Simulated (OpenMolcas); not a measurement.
# A workflow on SiNH3OF (SMILES [NH][SiH](O)F), part 2 of 2

OpenMolcas 26.06. The steps go on from the part before.

### 5 The excited states at MRACPF(5,6)/ANO-RCC-VDZP (DKH2) (run 9)

step9.inp reads:

```
&GATEWAY
 BasisSet
 N.ANO-RCC-VDZP....
 N1 -0.546340 0.896620 -0.923180 angstrom
 End of Basis
 BasisSet
 Si.ANO-RCC-VDZP....
 Si2 -0.090000 -0.120460 0.347090 angstrom
 End of Basis
 BasisSet
 O.ANO-RCC-VDZP....
 O3 1.426430 -0.630320 0.175610 angstrom
 End of Basis
 BasisSet
 F.ANO-RCC-VDZP....
 F4 -1.018910 -1.430380 0.477020 angstrom
 End of Basis
 BasisSet
 H.ANO-RCC-VDZP....
 H5 -1.480240 1.222910 -1.099240 angstrom
 H6 -0.205990 0.528880 1.648270 angstrom
 H7 1.915060 -0.467250 -0.625570 angstrom
 End of Basis

&SEWARD
 Relativistic = R02E00

&RASSCF
 FileOrb = $CurrDir/step2.RasOrb
 Spin = 2
 Nactel = 5 0 0
 Inactive = 18
 Ras2 = 6
 CIRoot = 2 2 1
 OrbListing = Nothing

&MOTRA
 LumOrb
 Frozen = 8

&GUGA
 Electrons = 25
 Spin = 2
 Inactive = 10
 Active = 6
 CIAll = 1

&MRCI
 ACPF
 NrRoots = 2
 Roots = 1 2
```

On the command line:

```bash
$ export MOLCAS_MEM=1860
$ pymolcas step9.inp > step9.log
```

What it wrote:

```text
--- Start Module: gateway ---

                                              &GATEWAY

                       available to each process: 1.9 GB of memory, 1 thread

++    Symmetry information:
      ---------------------

                    Character Table for C1

                             E
                    a        1  x, y, xy, Rz, z, xz, Ry, yz, Rx, I
--

++    Basis set information:
      ----------------------

      Basis set label: N.ANO-RCC...3S2P1D.

      Electronic valence basis set:
      ------------------
      Associated Effective Charge   7.000000 au
      Associated Actual Charge      7.000000 au
      Nuclear Model: Point charge

      Shell  nPrim  nBasis  Cartesian Spherical Contaminant
         s      14       3        X
         p       9       2        X
         d       4       1                 X

      Basis set label: SI.ANO-RCC...4S3P1D.

      Electronic valence basis set:
      ------------------
      Associated Effective Charge  14.000000 au
      Associated Actual Charge     14.000000 au
      Nuclear Model: Point charge

      Shell  nPrim  nBasis  Cartesian Spherical Contaminant
         s      17       4        X
         p      12       3        X
         d       5       1                 X

      Basis set label: O.ANO-RCC...3S2P1D.

      Electronic valence basis set:
      ------------------
      Associated Effective Charge   8.000000 au
      Associated Actual Charge      8.000000 au
      Nuclear Model: Point charge

      Shell  nPrim  nBasis  Cartesian Spherical Contaminant
         s      14       3        X
         p       9       2        X
         d       4       1                 X

      Basis set label: F.ANO-RCC...3S2P1D.

      Electronic valence basis set:
      ------------------
      Associated Effective Charge   9.000000 au
      Associated Actual Charge      9.000000 au
      Nuclear Model: Point charge

      Shell  nPrim  nBasis  Cartesian Spherical Contaminant
         s      14       3        X
         p       9       2        X
         d       4       1                 X

      Basis set label: H.ANO-RCC...2S1P.

      Electronic valence basis set:
      ------------------
      Associated Effective Charge   1.000000 au
      Associated Actual Charge      1.000000 au
      Nuclear Model: Point charge

      Shell  nPrim  nBasis  Cartesian Spherical Contaminant
         s       8       2        X
         p       4       1        X
--

++    Molecular structure info:
      -------------------------

                    ************************************************
                    **** Cartesian Coordinates / bohr, angstrom ****
                    ************************************************

     Center  Label                x              y              z                     x              y              z
        1      N1              -1.032433       1.694366      -1.744557             -0.546340       0.896620      -0.923180
        2      SI2             -0.170075      -0.227636       0.655905             -0.090000      -0.120460       0.347090
        3      O3               2.695562      -1.191132       0.331855              1.426430      -0.630320       0.175610
        4      F4              -1.925461      -2.703026       0.901437             -1.018910      -1.430380       0.477020
        5      H5              -2.797248       2.310965      -2.077263             -1.480240       1.222910      -1.099240
        6      H6              -0.389265       0.999438       3.114779             -0.205990       0.528880       1.648270
        7      H7               3.618939      -0.882975      -1.182156              1.915060      -0.467250      -0.625570

                    ***************************************
                    *    InterNuclear Distances / bohr    *
                    ***************************************

               1 N1            2 SI2           3 O3            4 F4            5 H5            6 H6
    1 N1       0.000000
    2 SI2      3.193740        0.000000
    3 O3       5.151265        3.040594        0.000000
    4 F4       5.209208        3.044539        4.895314        0.000000
    5 H5       1.898805        4.562536        6.945466        5.896845        0.000000
    6 H6       4.950731        2.756777        4.696746        4.578977        5.871608        0.000000
    7 H7       5.347358        4.261991        1.799949        6.196315        7.222875        6.170318

               7 H7
    7 H7       0.000000

                    *******************************************
                    *    InterNuclear Distances / angstrom    *
                    *******************************************

               1 N1            2 SI2           3 O3            4 F4            5 H5            6 H6
    1 N1       0.000000
    2 SI2      1.690054        0.000000
    3 O3       2.725932        1.609013        0.000000
    4 F4       2.756594        1.611101        2.590489        0.000000
    5 H5       1.004804        2.414390        3.675382        3.120476        0.000000
    6 H6       2.619814        1.458823        2.485411        2.423090        3.107121        0.000000
    7 H7       2.829700        2.255348        0.952492        3.278949        3.822181        3.265192

               7 H7
    7 H7       0.000000
--

            Nuclear Potential Energy            177.13452648 au

--- Stop Module: gateway /rc=_RC_ALL_IS_WELL_ ---

--- Start Module: seward ---

                                              &SEWARD

                       available to each process: 1.9 GB of memory, 1 thread

[... 53 lines left out ...]
      Nuclear repulsion energy =  177.13452648
[... 39 lines left out ...]
      weights                                0.500 0.500
[... 27 lines left out ...]
                                         RASSCF iterations: Energy and convergence statistics
[... 8 lines left out ...]
      Convergence after  4 iterations
[... 7 lines left out ...]
      Note: transformation to natural orbitals
[... 2 lines left out ...]
      printout of CI-coefficients larger than  0.05 for root  1
      energy=    -520.436932
      conf/sym  111111     Coeff  Weight
[... 6 lines left out ...]
      printout of CI-coefficients larger than  0.05 for root  2
      energy=    -520.409210
      conf/sym  111111     Coeff  Weight
[... 6 lines left out ...]
      Natural orbitals and occupation numbers for root  1
[... 2 lines left out ...]
      Natural orbitals and occupation numbers for root  2
[... 3 lines left out ...]
      *                                                    Final results                                                     *
[... 2 lines left out ...]
++    Final optimization conditions:
[... 3 lines left out ...]
      RASSCF energy for state  2                   -520.40921001
[... 9 lines left out ...]
      Final state energy(ies):
[... 2 lines left out ...]
::    RASSCF root number  1 Total energy:   -520.43693160
::    RASSCF root number  2 Total energy:   -520.40921001
      Von Neumann Entropy (Root   1) =  0.69102
[... 28 lines left out ...]
      Dipole Moment (debye):
[... 68 lines left out ...]
      Von Neumann Entropy (Root   2) =  0.69590
[... 28 lines left out ...]
      Dipole Moment (debye):
[... 70 lines left out ...]
      Natural orbitals for root   1 are written to the RASORB.1 file
      Natural orbitals for root   2 are written to the RASORB.2 file
      Spin density orbitals for root   1 are written to the SPDORB.1 file
      Spin density orbitals for root   2 are written to the SPDORB.2 file
[... 11 lines left out ...]
      *** WARNING: Default frozen orbitals is overwritten by user input.
[... 19 lines left out ...]
      Nuclear repulsion energy =  177.13452648
[... 120 lines left out ...]
         69           0   2   1   1   1   0
         70           0   2   1   1   0   1
         71           0   2   1   1   1   0
         72           0   2   1   2   0   0
         73           0   2   2   0   0   1
         74           0   2   2   0   1   0
         75           0   2   2   1   0   0
         76           1   0   0   0   2   2
         77           1   0   0   1   1   2
         78           1   0   0   1   2   1
         79           1   0   0   1   1   2
         80           1   0   0   1   2   1
         81           1   0   0   2   0   2
         82           1   0   0   2   1   1
         83           1   0   0   2   1   1
         84           1   0   0   2   2   0
         85           1   0   1   0   1   2
         86           1   0   1   0   2   1
         87           1   0   1   1   1   1
         88           1   0   1   1   0   2
         89           1   0   1   1   1   1
         90           1   0   1   1   1   1
         91           1   0   1   1   2   0
         92           1   0   1   2   0   1
         93           1   0   1   2   1   0
         94           1   0   1   0   1   2
         95           1   0   1   0   2   1
         96           1   0   1   1   0   2
         97           1   0   1   1   1   1
         98           1   0   1   1   1   1
         99           1   0   1   1   2   0
        100           1   0   1   2   0   1
        101           1   0   1   2   1   0
        102           1   0   2   0   0   2
        103           1   0   2   0   1   1
        104           1   0   2   0   1   1
        105           1   0   2   0   2   0
        106           1   0   2   1   0   1
        107           1   0   2   1   1   0
        108           1   0   2   1   0   1
        109           1   0   2   1   1   0
        110           1   0   2   2   0   0
        111           1   1   0   0   1   2
        112           1   1   0   0   2   1
        113           1   1   0   1   1   1
        114           1   1   0   1   0   2
        115           1   1   0   1   1   1
        116           1   1   0   1   1   1
        117           1   1   0   1   2   0
        118           1   1   0   2   0   1
        119           1   1   0   2   1   0
        120           1   1   1   0   1   1
        121           1   1   1   1   0   1
        122           1   1   1   1   1   0
        123           1   1   1   0   0   2
        124           1   1   1   0   1   1
        125           1   1   1   0   1   1
        126           1   1   1   0   2   0
        127           1   1   1   1   0   1
        128           1   1   1   1   1   0
        129           1   1   1   1   0   1
        130           1   1   1   1   1   0
        131           1   1   1   2   0   0
        132           1   1   2   0   0   1
        133           1   1   2   0   1   0
        134           1   1   2   1   0   0
        135           1   1   0   0   1   2
        136           1   1   0   0   2   1
        137           1   1   0   1   0   2
        138           1   1   0   1   1   1
        139           1   1   0   1   1   1
        140           1   1   0   1   2   0
        141           1   1   0   2   0   1
        142           1   1   0   2   1   0
        143           1   1   1   0   0   2
        144           1   1   1   0   1   1
        145           1   1   1   0   1   1
        146           1   1   1   0   2   0
        147           1   1   1   1   0   1
        148           1   1   1   1   1   0
        149           1   1   1   1   0   1
        150           1   1   1   1   1   0
        151           1   1   1   2   0   0
        152           1   1   2   0   0   1
        153           1   1   2   0   1   0
        154           1   1   2   1   0   0
        155           1   2   0   0   0   2
        156           1   2   0   0   1   1
        157           1   2   0   0   1   1
        158           1   2   0   0   2   0
        159           1   2   0   1   0   1
        160           1   2   0   1   1   0
        161           1   2   0   1   0   1
        162           1   2   0   1   1   0
        163           1   2   0   2   0   0
        164           1   2   1   0   0   1
        165           1   2   1   0   1   0
        166           1   2   1   1   0   0
        167           1   2   1   0   0   1
        168           1   2   1   0   1   0
        169           1   2   1   1   0   0
        170           1   2   2   0   0   0
        171           2   0   0   0   1   2
        172           2   0   0   0   2   1
        173           2   0   0   1   0   2
        174           2   0   0   1   1   1
        175           2   0   0   1   1   1
        176           2   0   0   1   2   0
        177           2   0   0   2   0   1
        178           2   0   0   2   1   0
        179           2   0   1   0   0   2
        180           2   0   1   0   1   1
        181           2   0   1   0   1   1
        182           2   0   1   0   2   0
        183           2   0   1   1   0   1
        184           2   0   1   1   1   0
        185           2   0   1   1   0   1
        186           2   0   1   1   1   0
        187           2   0   1   2   0   0
        188           2   0   2   0   0   1
        189           2   0   2   0   1   0
        190           2   0   2   1   0   0
        191           2   1   0   0   0   2
        192           2   1   0   0   1   1
        193           2   1   0   0   1   1
        194           2   1   0   0   2   0
        195           2   1   0   1   0   1
        196           2   1   0   1   1   0
        197           2   1   0   1   0   1
        198           2   1   0   1   1   0
        199           2   1   0   2   0   0
        200           2   1   1   0   0   1
        201           2   1   1   0   1   0
        202           2   1   1   1   0   0
        203           2   1   1   0   0   1
        204           2   1   1   0   1   0
        205           2   1   1   1   0   0
        206           2   1   2   0   0   0
        207           2   2   0   0   0   1
        208           2   2   0   0   1   0
        209           2   2   0   1   0   0
        210           2   2   1   0   0   0
      WAVE-FUNCTION SYMMETRY LABEL:  1
 Config: LMN > JRX
 LMN,JRX=                 9001                 9000
 This error is almost certainly that the problem
  at hand requires larger arrays than GUGA is
  compiled for. Please check your input against
  the manual. If you are certain that this
  calculation should be possible, please report
  this as a bug.

--- Stop Module: guga /rc=-6 ---
--- Module guga spent 5 seconds ---

.########################.
.# Non-zero return code #.
.########################.

    Timing: Wall=16.60 User=15.36 System=1.08
```

Wall time 17 s (1 thread of Arm Neoverse V2, shared host); peak memory 0.45 GiB.

The program stopped with an error.

### 6 All runs side by side

```
run                                                                                                                        level        task  scramble        partner  energy (Eh)  dipole moment (D) of the reference  wall time
  1                                                                         UHF/ANO-RCC-VDZP (DKH2, RICD fitting, scramble 0.25)      energy      0.25           base  -520.387905                                2.44      6.3 s
  2                                                             CASSCF(5,6)/ANO-RCC-VDZP (DKH2, RICD fitting, 2 states averaged)     excited         –           base  -520.436599                                2.58      8.4 s
  3                                                    MC-PDFT[ftLSDA](5,6)/ANO-RCC-VDZP (DKH2, RICD fitting, 2 states averaged)     excited         –           base  -520.143189                                2.58      6.3 s
  4                                SC-NEVPT2(5,6)/ANO-RCC-VDZP (DKH2, RICD fitting, pt2 variant QD-SC-NEVPT2, 2 states averaged)     excited         –           base  -521.005918                                2.58      6.3 s
  5  CASPT2(5,6)/ANO-RCC-VDZP (DKH2, RICD fitting, ipea shift 0.25 Eh, pt2 variant SS, 2 states averaged, second multiplicity 4)  spin-orbit         –           base  -521.018233                                   –       22 s
  6                   CASPT2[IPEA 0](5,6)/ANO-RCC-VDZP (DKH2, RICD fitting, ipea shift 0 Eh, pt2 variant XDW, 2 states averaged)     excited         –  Si2–O3 1.77 Å      refused                                   –        6 s
  7                                                     CASSCF(5,6)/ANO-RCC-VDZP (DKH2, RICD fitting, root 2, 2 states averaged)    gradient         –           base  -520.408876                                   –       12 s
  8                         CASPT2(5,6)/ANO-RCC-VDZP (DKH2, RICD fitting, ipea shift 0.25 Eh, pt2 variant SS, 2 states averaged)     excited         –           base  -521.018247                                2.58      8.1 s
  9                                                                                              MRACPF(5,6)/ANO-RCC-VDZP (DKH2)     excited         –           base      crashed                                   –       17 s
```

### 7 Summary of results

What follows sums up all 2 parts.

| quantity | value |
| --- | --- |
| run 8, CASPT2(5,6)/ANO-RCC-VDZP: energy of the lowest of 2 roots | -521.01825 Eh |
| run 8, CASPT2(5,6)/ANO-RCC-VDZP: dipole moment (CASSCF density) | 2.58 D |
| run 8, CASPT2(5,6)/ANO-RCC-VDZP: lowest excitation energy within this active space | 0.74 eV |

All runs together took 92 s, the longest 22 s. 2 of the 9 runs did not end normally.
